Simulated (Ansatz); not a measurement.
**LuPd: one contact scaled**

Aim: change the length of one contact in LuPd (Lu1–Pd2) by moving its two atoms, all else held, and follow energy and force. Methods of the runs shown: PAW. Its runs: shortest bond scaled by 1 (PAW); shortest bond scaled by 0.94 (PAW); shortest bond scaled by 0.7 (PAW); shortest bond scaled by 0.64 (PAW); shortest bond scaled by 0.58 (PAW and PAW (source ansatz)).

Computed with Ansatz 0.2.0 (DFT PBEsol, with the methods named in each step, unless a step's input says otherwise).

1 further run of the same task is left out (it didn't finish).

## 1. The system as given

The structure is cubic, space group Pm-3m (No. 221). Conventional cell: a = 3.410 Å, b = 3.410 Å, c = 3.410 Å, α = 90.00°, β = 90.00°, γ = 90.00°. Around Lu (site symmetry m-3m) lie 8 Pd at 2.95 Å. Around Pd (site symmetry m-3m) lie 8 Lu at 2.95 Å.

Structure file:

```
CELL_PARAMETERS angstrom
3.40963 0.00000 0.00000
0.00000 3.40963 0.00000
0.00000 0.00000 3.40963
ATOMIC_POSITIONS crystal
Lu 0.00000 0.00000 0.00000
Pd 0.50000 0.50000 0.50000
```

Atoms are numbered in the order of the input: Lu1, Pd2.

## 2. Shortest bond scaled by 1, PAW

File input.yaml:

```yaml
crystal:
  lattice:
    - [3.40962722, 0.0, 0.0]
    - [0.0, 3.40962722, 0.0]
    - [0.0, 0.0, 3.40962722]
  atoms:
    - { symbol: Lu, position: [0.0, 0.0, 0.0] }
    - { symbol: Pd, position: [0.5, 0.5, 0.5] }
kpoints:
  mp_grid: { grid: [9, 9, 9] }
scf:
  occupations: { method: fermi_dirac, width: 0.05 }
hamiltonian:
  xc: pbesol
  pseudopotentials: { kind: paw }
output:
  forces: true
  stress: true
  eigenvalues: true
  efg: { contact_densities: true }
  populations: true
  write_density: true
  write_potential: true
  elf: true
  volumetric_format: npy
```

Command:

```
$ ansatz run input.yaml --threads 1 --pin off --max-ram 2048MiB --backend cpu --events-out ev --progress --plain --runs-dir out
```

## 3. Shortest bond scaled by 0.94, PAW

input.yaml: that of step 2 with these lines changed.

```diff
@@ -6,4 +6,4 @@
   atoms:
-    - { symbol: Lu, position: [0.0, 0.0, 0.0] }
-    - { symbol: Pd, position: [0.5, 0.5, 0.5] }
+    - { symbol: Lu, position: [-0.015, -0.015, -0.015] }
+    - { symbol: Pd, position: [0.515, 0.515, 0.515] }
 kpoints:
@@ -21,5 +21 @@
   populations: true
-  write_density: true
-  write_potential: true
-  elf: true
-  volumetric_format: npy
```

## 4. Shortest bond scaled by 0.7, PAW

input.yaml: that of step 3 with these lines changed.

```diff
@@ -6,4 +6,4 @@
   atoms:
-    - { symbol: Lu, position: [-0.015, -0.015, -0.015] }
-    - { symbol: Pd, position: [0.515, 0.515, 0.515] }
+    - { symbol: Lu, position: [-0.075, -0.075, -0.075] }
+    - { symbol: Pd, position: [0.575, 0.575, 0.575] }
 kpoints:
```

## 5. Shortest bond scaled by 0.64, PAW

input.yaml: that of step 4 with these lines changed.

```diff
@@ -6,4 +6,4 @@
   atoms:
-    - { symbol: Lu, position: [-0.075, -0.075, -0.075] }
-    - { symbol: Pd, position: [0.575, 0.575, 0.575] }
+    - { symbol: Lu, position: [-0.09, -0.09, -0.09] }
+    - { symbol: Pd, position: [0.59, 0.59, 0.59] }
 kpoints:
@@ -21 +21,5 @@
   populations: true
+  write_density: true
+  write_potential: true
+  elf: true
+  volumetric_format: npy
```

## 6. Shortest bond scaled by 0.58, PAW

input.yaml: that of step 5 with these lines changed.

```diff
@@ -6,4 +6,4 @@
   atoms:
-    - { symbol: Lu, position: [-0.09, -0.09, -0.09] }
-    - { symbol: Pd, position: [0.59, 0.59, 0.59] }
+    - { symbol: Lu, position: [-0.105, -0.105, -0.105] }
+    - { symbol: Pd, position: [0.605, 0.605, 0.605] }
 kpoints:
```

## 7. Shortest bond scaled by 0.58, PAW (source ansatz)

input.yaml: that of step 6 with these lines changed.

```diff
@@ -14,3 +14,3 @@
   xc: pbesol
-  pseudopotentials: { kind: paw }
+  pseudopotentials: { kind: paw, source: ansatz }
 output:
@@ -19,4 +19,2 @@
   eigenvalues: true
-  efg: { contact_densities: true }
-  populations: true
   write_density: true
```

(Steps that only read results are left out.)

Q: Predict the outcome of this session.

**Answer**, as computed:

| quantity | value |
| --- | --- |
| force along the bond, positive apart, at 1.713 Å (PAW) | 39.67 eV/Å |
| force along the bond, positive apart, at 1.713 Å (PAW (source ansatz)) | 39.33 eV/Å |
| length at zero force (straight line) | 2.95 Å |

What this shows: At 1.71 Å the force along the bond is 39.67 eV/Å by PAW, and the energy stands 9.88 eV over the given length. A straight line between 2.78 and 2.95 Å puts zero force near 2.95 Å, a rough figure over so wide a step. There symmetry makes it vanish whatever the lattice constant, so this is no computed equilibrium length. With two atoms in the cell whole sublattices move, so the other contacts between the two sublattices change too; at scales over 1 some of them become the shortest. Spin-orbit coupling is left out, though the cell holds Lu; in elements this heavy it can shift bands and gaps by tenths of an eV.
